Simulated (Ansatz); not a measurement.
# MgZn15S16 (Wurtzite-4H): the cost of one run

Computed with Ansatz 0.2.0 (DFT, PBE, plane-wave PAW, default files, scalar-relativistic, as far as a step names no other, unless a step's input says otherwise).

1 further run of the same task is left out (it didn't finish).

## (1) Starting point

The structure is trigonal, space group P3m1 (No. 156). The conventional cell has a = 7.645 Å, b = 7.645 Å, c = 12.520 Å, α = 90.00°, β = 90.00°, γ = 120.00°. Zn (site symmetry m) is surrounded by 4 S at 2.34 to 2.35 Å. Around Zn (site symmetry 3m) lie 4 S at 2.34 to 2.35 Å. Mg (site symmetry 3m) is surrounded by 4 S at 2.34 to 2.35 Å. Only part of the 16 independent sites is listed.

Structure file:

```
Zn Mg S
1.0
     7.64540    0.00000    0.00000
    -3.82270    6.62111    0.00000
     0.00000    0.00000   12.52000
Zn Mg S
15 1 16
Cartesian
  0.0000 0.0000 0.0000
  -1.9114 3.3106 0.0000
  3.8227 0.0000 0.0000
  1.9114 3.3106 0.0000
  0.0000 0.0000 6.2600
  -1.9114 3.3106 6.2600
  3.8227 0.0000 6.2600
  1.9114 3.3106 6.2600
  -1.9114 5.5176 3.1300
  3.8227 2.2070 3.1300
  1.9113 5.5176 3.1300
  1.9114 1.1035 9.3900
  0.0000 4.4141 9.3900
  5.7341 1.1035 9.3900
  3.8227 4.4141 9.3900
  0.0000 2.2070 3.1300
  0.0000 0.0000 2.3475
  -1.9114 3.3106 2.3475
  3.8227 0.0000 2.3475
  1.9114 3.3106 2.3475
  0.0000 0.0000 8.6075
  -1.9114 3.3106 8.6075
  3.8227 0.0000 8.6075
  1.9114 3.3106 8.6075
  0.0000 2.2070 5.4775
  -1.9114 5.5176 5.4775
  3.8227 2.2070 5.4775
  1.9113 5.5176 5.4775
  1.9114 1.1035 11.7375
  0.0000 4.4141 11.7375
  5.7341 1.1035 11.7375
  3.8227 4.4141 11.7375
```

Atom 9 of the input is the impurity.

## (2) Single point at the given positions

The input, input.yaml:

```yaml
crystal:
  lattice:
    - [7.6454, 0.0, 0.0]
    - [-3.8227, 6.621110622, 0.0]
    - [0.0, 0.0, 12.52]
  atoms:
    - { symbol: Zn, position: [0.0, 0.0, 0.0] }
    - { symbol: Zn, position: [0.0, 0.5, 0.0] }
    - { symbol: Zn, position: [0.5, 0.0, 0.0] }
    - { symbol: Zn, position: [0.5, 0.5, 0.0] }
    - { symbol: Zn, position: [0.0, 0.0, 0.5] }
    - { symbol: Zn, position: [0.0, 0.5, 0.5] }
    - { symbol: Zn, position: [0.5, 0.0, 0.5] }
    - { symbol: Zn, position: [0.5, 0.5, 0.5] }
    - { symbol: Mg, position: [0.1666666666, 0.3333333334, 0.25] }
    - { symbol: Zn, position: [0.1666666666, 0.8333333334, 0.25] }
    - { symbol: Zn, position: [0.6666666666, 0.3333333334, 0.25] }
    - { symbol: Zn, position: [0.6666666666, 0.8333333334, 0.25] }
    - { symbol: Zn, position: [0.3333333334, 0.1666666666, 0.75] }
    - { symbol: Zn, position: [0.3333333334, 0.6666666666, 0.75] }
    - { symbol: Zn, position: [0.8333333334, 0.1666666666, 0.75] }
    - { symbol: Zn, position: [0.8333333334, 0.6666666666, 0.75] }
    - { symbol: S, position: [0.0, 0.0, 0.1875] }
    - { symbol: S, position: [0.0, 0.5, 0.1875] }
    - { symbol: S, position: [0.5, 0.0, 0.1875] }
    - { symbol: S, position: [0.5, 0.5, 0.1875] }
    - { symbol: S, position: [0.0, 0.0, 0.6875] }
    - { symbol: S, position: [0.0, 0.5, 0.6875] }
    - { symbol: S, position: [0.5, 0.0, 0.6875] }
    - { symbol: S, position: [0.5, 0.5, 0.6875] }
    - { symbol: S, position: [0.1666666666, 0.3333333334, 0.4375] }
    - { symbol: S, position: [0.1666666666, 0.8333333334, 0.4375] }
    - { symbol: S, position: [0.6666666666, 0.3333333334, 0.4375] }
    - { symbol: S, position: [0.6666666666, 0.8333333334, 0.4375] }
    - { symbol: S, position: [0.3333333334, 0.1666666666, 0.9375] }
    - { symbol: S, position: [0.3333333334, 0.6666666666, 0.9375] }
    - { symbol: S, position: [0.8333333334, 0.1666666666, 0.9375] }
    - { symbol: S, position: [0.8333333334, 0.6666666666, 0.9375] }
kpoints:
  mp_grid: { grid: [3, 3, 2] }
scf:
  occupations: { method: fermi_dirac, width: 0.01 }
hamiltonian:
  xc: pbe
  pseudopotentials: { kind: paw }
output:
  forces: true
  stress: true
  populations: true
  efg:
    quadrupole_moments_barn: { Zn: 0.122, Mg: 0.1994, S: -0.0694 }
    contact_densities: true
```

Command:

```sh
> ansatz run input.yaml --threads 1 --pin off --max-ram 3072MiB --backend cpu --events-out ev --progress --plain --runs-dir out
```

**Question.** How long does this run take on 1 thread of Arm Neoverse V2, shared host, and how much memory does it need?

About 99 s, with a peak of 1.2 GiB.
